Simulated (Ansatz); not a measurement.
# Mn3Si: the cost of one run

Computed with the Python package of Ansatz 0.2.0. The levels of theory stand in the script.

## 1. The system

It takes space group Fm-3m (No. 225, cubic). The conventional cell has a = 5.722 Å, b = 5.722 Å, c = 5.722 Å, α = 90.00°, β = 90.00°, γ = 90.00°. Mn (site symmetry m-3m) is surrounded by 8 Mn at 2.48 Å. Mn (site symmetry -43m) has 4 Mn at 2.48 Å and 4 Si at 2.48 Å as nearest neighbours. Si (site symmetry m-3m) is surrounded by 8 Mn at 2.48 Å.

No structure file is read: the coordinates are typed or built in the script.

## 2. The code

File mn3si.py:

```python
# -*- coding: utf-8 -*-
"""How the lattice of Mn3Si depends on the functional."""

import warnings

import ansatz as az
import numpy as np

def edges_and_angles(cell):
    cell = np.asarray(cell)
    a, b, c = np.linalg.norm(cell, axis=1)
    cosines = cell[1] @ cell[2] / (b * c), cell[0] @ cell[2] / (a * c), cell[0] @ cell[1] / (a * b)
    return (a, b, c, *np.degrees(np.arccos(cosines)))

warnings.simplefilter("ignore", az.DeckWarning)

vectors = np.array([
    [0.0, 2.861, 2.861],
    [2.861, 0.0, 2.861],
    [2.861, 2.861, 0.0],
])
system = (
    az.Lattice.of(vectors)
    .atom("Mn", [0.5, 0.5, 0.5])
    .atom("Mn", [0.25, 0.25, 0.25])
    .atom("Mn", [0.75, 0.75, 0.75])
    .atom("Si", [0.0, 0.0, 0.0])
    .moments(Mn=5.2)
)

base = system.calculation()
base = base.occupations("fermi_dirac", width=0.05)
base = base.spin("collinear").kpoints(8)
base = base.relax(cell=True, force_tolerance=0.02)

levels = [("blyp", "d3bj"), ("pbesol", "d3bj"), ("r2scan", "none")]
print("level            a       b       c    alpha   beta  gamma  V/atom  steps")
for name, dispersion in levels:
    seen = []
    run = base.functional(name, dispersion=dispersion).session().plan()
    result = run.execute(on_event=lambda e: seen.append(e) if e["event"] == "relax_step" else None)
    cell = result.lattice.cell_ang
    label = name if dispersion == "none" else f"{name}+{dispersion}"
    print("{:13s} {:7.4f} {:7.4f} {:7.4f} {:6.2f} {:6.2f} {:6.2f}".format(label, *edges_and_angles(cell)), f"{abs(np.linalg.det(cell)) / len(result.lattice.sites):7.3f} {len(seen):5d}")
```

## 3. The input behind the calls

The engine receives this input (first run):

```yaml
crystal:
  lattice:
    - [0.0, 2.861, 2.861]
    - [2.861, 0.0, 2.861]
    - [2.861, 2.861, 0.0]
  atoms:
    - { symbol: Mn, position: [0.5, 0.5, 0.5] }
    - { symbol: Mn, position: [0.25, 0.25, 0.25] }
    - { symbol: Mn, position: [0.75, 0.75, 0.75] }
    - { symbol: Si, position: [0.0, 0.0, 0.0] }
kpoints:
  mp_grid:
    grid: [8, 8, 8]
hamiltonian:
  xc: blyp
  dispersion: d3bj
magnetization:
  spin_polarized: true
  per_species:
    Mn: 5.2
scf:
  occupations:
    method: fermi_dirac
    width: 0.05
relax:
  f_tol: 0.02
  cell: {}
```

## 4. The run

Run with:

```sh
> python mn3si.py
```

Q: Estimate wall time and peak memory on 1 thread of Arm Neoverse V2, shared host.

About 4.2 min, with a peak of 0.63 GiB.
